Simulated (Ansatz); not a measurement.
# RbSi2: the cost of one run

Computed with Ansatz 0.2.0 (DFT PBE, scalar-relativistic, plane waves, PAW, unless a step's input says otherwise).

## Step 1: The structure to begin with

Symmetry: I4_1/amd, No. 141, tetragonal system. The conventional cell has a = 4.352 Å, b = 4.352 Å, c = 15.133 Å, α = 90.00°, β = 90.00°, γ = 90.00°. Rb (site symmetry -4m2) is surrounded by 12 Si at 3.33 Å. Si (site symmetry 2mm) is surrounded by 3 Si at 2.51 to 2.53 Å and 6 Rb at 3.33 Å.

Structure file:

```
Rb Si
1.0
    -2.17623    2.17623    7.56671
     2.17623   -2.17623    7.56671
     2.17623    2.17623   -7.56671
Rb Si
2 4
Cartesian
  0.0000 0.0000 0.0000
  0.0000 2.1762 3.7834
  0.0000 0.0000 6.3031
  2.1762 0.0000 2.5197
  2.1762 0.0000 5.0470
  0.0000 0.0000 8.8303
```

This is candidate A: ThSi2 type (I4_1/amd, No. 141).

(A quick probe on a coarse mesh, which set the mesh and smearing, is not shown.)

## Step 3: Full relaxation (candidate A)

The input, input.yaml:

```yaml
crystal:
  lattice:
    - [-2.1762326353, 2.1762326353, 7.5667070736]
    - [2.1762326353, -2.1762326353, 7.5667070736]
    - [2.1762326353, 2.1762326353, -7.5667070736]
  atoms:
    - { symbol: Rb, position: [0.0, 0.0, 0.0] }
    - { symbol: Rb, position: [0.75, 0.25, 0.5] }
    - { symbol: Si, position: [0.4165, 0.4165, 0.0] }
    - { symbol: Si, position: [0.1665, 0.6665, 0.5] }
    - { symbol: Si, position: [0.3335, 0.8335, 0.5] }
    - { symbol: Si, position: [0.5835, 0.5835, 0.0] }
basis:
  ecutwfc: 420
kpoints:
  mp_grid: { grid: [12, 12, 12] }
hamiltonian:
  xc: pbe
scf:
  occupations: { method: gaussian, width: 0.1 }
output:
  forces: true
  stress: true
  eigenvalues: true
  write_density: true
  write_potential: true
  elf: true
  volumetric_format: npy
relax:
  adjacent_minimum: "off"
  f_tol: 0.01
  max_steps: 80
  cell: { stress_tol: 0.05 }
```

The run is started by

```console
ansatz run input.yaml --threads 1 --pin off --max-ram 2560MiB --backend cpu --events-out ev --progress --plain --runs-dir out
```

What time and memory should one allow on 1 thread of Intel Xeon Platinum 8259CL at 2.50GHz (Skylake/Cascade Lake), shared host?

About 9 min, with a peak of 0.84 GiB.
